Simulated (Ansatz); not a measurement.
**CH5AlFPS: up Jacob's ladder to CCSD(T)**

The task here is to estimate one member of a computed series from the others.

Method: functionals in def2-TZVPP, the program's frozen cores in correlated methods; program: Ansatz 0.2.0, Gaussian basis.

The runs, in order: LDA (SPW92), PBE-D4, revPBE-D4, BLYP-D4, r2SCAN-D4, B97M-V, PBE0-D4, B3LYP-D4, r2SCANh-D4, r2SCAN0-D4, HSE06-D4, BHLYP-D4, CAM-B3LYP-D4, LC-ωPBE, ωB97X-V, ωB97M-V, B2PLYP, PBE-QIDH; CCSD(T)/def2-SVP; CCSD(T)/def2-TZVPP; MP2/def2-QZVPP; extrapolation to the limit; RPA on PBE.

## Structure used throughout

An earlier PBE0-D4 in a triple-zeta def2 set relaxation fixed the geometry.

10 atoms, charge 0, spin multiplicity 1.

Atoms are counted from 1 here; the program's logs count them from 0.

Bond lengths: F1–C2 1.367 Å, C2–Al3 1.983 Å, C2–S4 1.891 Å, C2–H6 1.091 Å, Al3–S4 2.467 Å, Al3–H7 1.585 Å, Al3–H8 1.580 Å, S4–P5 2.119 Å, P5–H9 1.421 Å, P5–H10 1.420 Å. Angles: F1–C2–Al3 121.7°, F1–C2–S4 108.6°, F1–C2–H6 109.1°, Al3–C2–S4 79.1°, Al3–C2–H6 124.4°, S4–C2–H6 106.0°, C2–Al3–S4 48.8°, C2–Al3–H7 116.6°, C2–Al3–H8 117.4°, S4–Al3–H7 108.5°, S4–Al3–H8 109.7°, H7–Al3–H8 125.9°, C2–S4–Al3 52.1°, C2–S4–P5 104.7°, Al3–S4–P5 104.9°, S4–P5–H9 96.8°, S4–P5–H10 97.8°, H9–P5–H10 93.9°.

The first run:

in.yaml

```yaml
crystal:
  periodic: [false, false, false]
  atoms:
    - {symbol: F, position_ang: [-1.270002, -0.862972, 1.901816]}
    - {symbol: C, position_ang: [-0.347405, -0.356285, 1.029707]}
    - {symbol: Al, position_ang: [0.657783, -1.524116, -0.218157]}
    - {symbol: S, position_ang: [-1.213254, 0.036525, -0.604838]}
    - {symbol: P, position_ang: [-0.300460, 1.825334, -1.280364]}
    - {symbol: H, position_ang: [0.018883, 0.597481, 1.412749]}
    - {symbol: H, position_ang: [1.966901, -0.908900, -0.865858]}
    - {symbol: H, position_ang: [0.153717, -3.011868, -0.385037]}
    - {symbol: H, position_ang: [-0.605795, 2.612889, -0.137148]}
    - {symbol: H, position_ang: [1.022633, 1.540714, -0.850068]}
basis:
  gaussian: {orbitals: def2-TZVPP}
hamiltonian: {xc: lda}
output: {orbitals: {seedname: orbitals}}
```

Command:

```sh
> ansatz run in.yaml --threads 4 --pin off --events-out ev --progress --plain --max-ram 10444MiB
```

Steps of the session up to this table: LDA; PBE-D4 (GGA); revPBE-D4 (GGA); BLYP-D4 (GGA); r2SCAN-D4 (meta-GGA); B97M-V (meta-GGA); PBE0-D4 (hybrid); B3LYP-D4 (hybrid); r2SCANh-D4 (hybrid); r2SCAN0-D4 (hybrid); HSE06-D4 (hybrid); BHLYP-D4 (hybrid); CAM-B3LYP-D4 (range-separated); LC-ωPBE (range-separated); ωB97X-V (range-separated); ωB97M-V (range-separated); B2PLYP (double hybrid); PBE-QIDH (double hybrid).

One table of the session follows, with a row left open; its other results are not shown here.

It belongs to the step «Frontier levels by functional». 

| functional | HOMO (eV) | gap (eV) |
| --- | --- | --- |
| LDA (SPW92) | -6.19 | 3.87 |
| PBE-D4 | -6.06 | 3.98 |
| revPBE-D4 | -6.00 | 4.02 |
| BLYP-D4 | -5.93 | 4.02 |
| r2SCAN-D4 | -6.32 | 4.47 |
| B97M-V | -6.42 | 4.58 |
| PBE0-D4 | -7.29 | 6.12 |
| B3LYP-D4 | -7.08 | 5.72 |
| r2SCANh-D4 | -6.78 | 5.26 |
| r2SCAN0-D4 | -7.46 | 6.43 |
| HSE06-D4 | -6.89 | 5.35 |
| BHLYP-D4 | -8.42 | 8.25 |
| CAM-B3LYP-D4 | -8.60 | 8.52 |
| LC-ωPBE | -9.90 | 10.95 |
| ωB97X-V | -9.57 | 10.51 |
| ωB97M-V | ? | ? |

**Question.** Estimate the row for ωB97M-V.

As computed: HOMO (eV): -9.42; gap (eV): 10.13. In the column «HOMO (eV)» it lies between ωB97X-V (-9.57) and CAM-B3LYP-D4 (-8.60).
